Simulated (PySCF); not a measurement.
**The bond of CaBr+, level by level**

The task here is to estimate one member of a computed series from the others.

Method: Ca x2c-SVPall, Br x2c-SVPall, spin-free X2C with a Gaussian nucleus; program: PySCF 2.14.0.

The first run:

The job is set up so:

```
atoms                         : Ca, Br
charge                        : 1
basis                         : Ca x2c-SVPall, Br x2c-SVPall
Hamiltonian                   : spin-free X2C with a Gaussian nucleus
basis functions               : 56
electrons treated             : 54
masses in u                   : 39.9626, 78.9183
levels                        : PBE0, PBE, r²SCAN, r²SCAN0, B2PLYP, TPSSh, CAM-B3LYP, HF, MP2, SCS-MP2, CCSD, CCSD(T)
grid                          : 80 radial by 434 angular points
occupations                   : held fixed by the projection of orbital angular momentum
dissociation limit            : Ca+ + Br, each in its ground configuration
starting distance in angstrom : 2.805
values of 2S to try           : 0, 2
```

Command:

```
> OMP_NUM_THREADS=1 python dia.py task.json out
```

Steps of the session up to this table: Set-up; The PBE0 curve of the state that the search chose; Other states along the same grid; PBE; r²SCAN (meta-GGA); r²SCAN0 (hybrid meta-GGA); B2PLYP (double hybrid); TPSSh; CAM-B3LYP; RHF (mean field); MP2 and coupled cluster.

One table of the session follows, with a row left open; its other results are not shown here.

It belongs to the step «The curves together». Energy (eV) from each level's lowest point:

```
R (Å)    RHF  RHF-MP2  RHF-SCS-MP2  RHF-CCSD  RHF-CCSD(T)
2.126  1.579    1.405        1.446       n/a          n/a
2.225  0.794    0.677        0.705     0.707        0.703
2.324  0.323    0.252        0.270     0.272        0.270
2.398  0.124    0.081        0.092     0.093        0.093
2.472  0.023    0.004        0.009     0.010        0.010
2.546  0.000    0.000        0.000     0.000        0.000
2.645      ?        ?            ?         ?            ?
2.769  0.233    0.268        0.256     0.253        0.251
2.917  0.535    0.579        0.561     0.555        0.549
3.115  1.021    1.063        1.039       n/a          n/a
```

Q: Estimate the row for R (Å) = 2.645 from the others.

Worked estimate for «RHF». A straight line through the neighbours (2.546, 0.000) and (2.769, 0.233) gives 0.000 + (0.233 − 0.000) × (2.645 − 2.546) / (2.769 − 2.546) = 0.103; a parabola fitted to 4 rows on both sides gives 0.068.

The run gave: RHF: 0.058; RHF-MP2: 0.078; RHF-SCS-MP2: 0.072; RHF-CCSD: 0.071; RHF-CCSD(T): 0.070. In «RHF» the line misses by +0.045 and the parabola by +0.010.

State 2 has its PBE0 minimum 3.47 eV higher. The other levels ran on the lowest alone.
